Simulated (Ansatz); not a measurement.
Debugging cell relaxations under several functionals of FeNi, space group P4/mmm (Ansatz's Python interface).

The script reads `feni.cif`:
```cif
data_FeNi
_cell_length_a 2.533000
_cell_length_b 2.533000
_cell_length_c 3.582000
_cell_angle_alpha 90.00000
_cell_angle_beta 90.00000
_cell_angle_gamma 90.00000
_symmetry_space_group_name_H-M 'P 1'
_symmetry_Int_Tables_number 1
loop_
_symmetry_equiv_pos_as_xyz
'x, y, z'
loop_
_atom_site_label
_atom_site_type_symbol
_atom_site_fract_x
_atom_site_fract_y
_atom_site_fract_z
Fe1 Fe    0.000000    0.000000    0.000000
Ni2 Ni    0.500000    0.500000    0.500000
```

The script, `feni_lattice.py`:
```python
# -*- coding: utf-8 -*-
"""How the lattice of FeNi depends on the functional."""

import ansatz
from ase.io import read
import numpy as np

def edges_and_angles(cell):
    cell = np.asarray(cell)
    a, b, c = np.linalg.norm(cell, axis=1)
    cosines = cell[1] @ cell[2] / (b * c), cell[0] @ cell[2] / (a * c), cell[0] @ cell[1] / (a * b)
    return (a, b, c, *np.degrees(np.arccos(cosines)))

atoms = read("feni.cif")
feni = ansatz.Crystal.from_ase(atoms).moments(Fe=3.5, Ni=-1.5)

calculation = (
    feni.calculation()
    .kpoints(mesh=(13, 13, 9))
    .basis(530)
    .spin(ansatz.SpinTreatment.COLLINEAR)
    .occupations("Fermi-Dirac", width=0.1)
    .charge(0.5)
    .scf(max_iterations=75)
    .relax(cell=True, force_tolerance=0.01, max_steps=30)
)

levels = [("r2scan", "none"), ("pbesol", "d3bj"), ("pbesol", "none")]
print("level            a       b       c    alpha   beta  gamma  V/atom  steps")
for name, dispersion in levels:
    seen = []
    run = calculation.functional(name, dispersion=dispersion).session().plan()
    res = run.execute(on_event=lambda e: seen.append(e) if e["event"] == "relax_step" else None)
    cell = res.lattice.cell_ang
    label = name if dispersion == "none" else f"{name}+{dispersion}"
    print("{:13s} {:7.4f} {:7.4f} {:7.4f} {:6.2f} {:6.2f} {:6.2f}".format(label, *edges_and_angles(cell)), f"{abs(np.linalg.det(cell)) / len(res.lattice.sites):7.3f} {len(seen):5d}")
```

`python feni_lattice.py` gives:
```text
level            a       b       c    alpha   beta  gamma  V/atom  steps
RunWarning: the starting moments were not kept: 1 of 2 ended reversed and 1 kept their direction, counting a site from 0.1 μB. The largest reversed, site 1 (counted from 0, in the order of the [...]
r2scan         2.7765  2.7765  3.3087  90.00  90.00  90.00  12.753    10
pbesol+d3bj    2.6247  2.6247  3.4381  90.00  90.00  90.00  11.843     6
pbesol         2.6640  2.6640  3.4387  90.00  90.00  90.00  12.202     7
```
(Warnings from the package without file and line, shortened, repeats left out.)

No error stopped it. What is wrong with the input all the same?

The fault: the net charge is wrong for this system. Mended:

```diff
--- before
+++ after
@@ -22,3 +22,2 @@
     .occupations("Fermi-Dirac", width=0.1)
-    .charge(0.5)
     .scf(max_iterations=75)
```

With that change:

```console
$ python feni_lattice.py
level            a       b       c    alpha   beta  gamma  V/atom  steps
RunWarning: the starting moments were not kept: 1 of 2 ended reversed and 1 kept their direction, counting a site from 0.1 μB. The largest reversed, site 1 (counted from 0, in the order of the [...]
r2scan         2.5161  2.5161  3.5294  90.00  90.00  90.00  11.172     7
pbesol+d3bj    2.4444  2.4444  3.5054  90.00  90.00  90.00  10.472     7
pbesol         2.4694  2.4694  3.5300  90.00  90.00  90.00  10.763     6
```
(Warnings from the package without file and line, shortened, repeats left out.)

The SCF didn't keep the moments it started from (some shrank, vanished or turned); what is printed is the state reached. Forces vanish by symmetry, so the ions can't move, and the end may be a saddle. Dispersion corrections can be off by several per cent in the lattices of metals, and by several GPa in the pressure at a fixed cell. r2SCAN tends to overestimate the moments of itinerant magnets. The structure is a deposited one; some such entries were measured under pressure or heat, so a shift against it needn't be the functional's error alone. Finished in 6.4 min on 1 thread of Arm Neoverse V1, with other jobs on the host, peak memory 0.64 GiB.
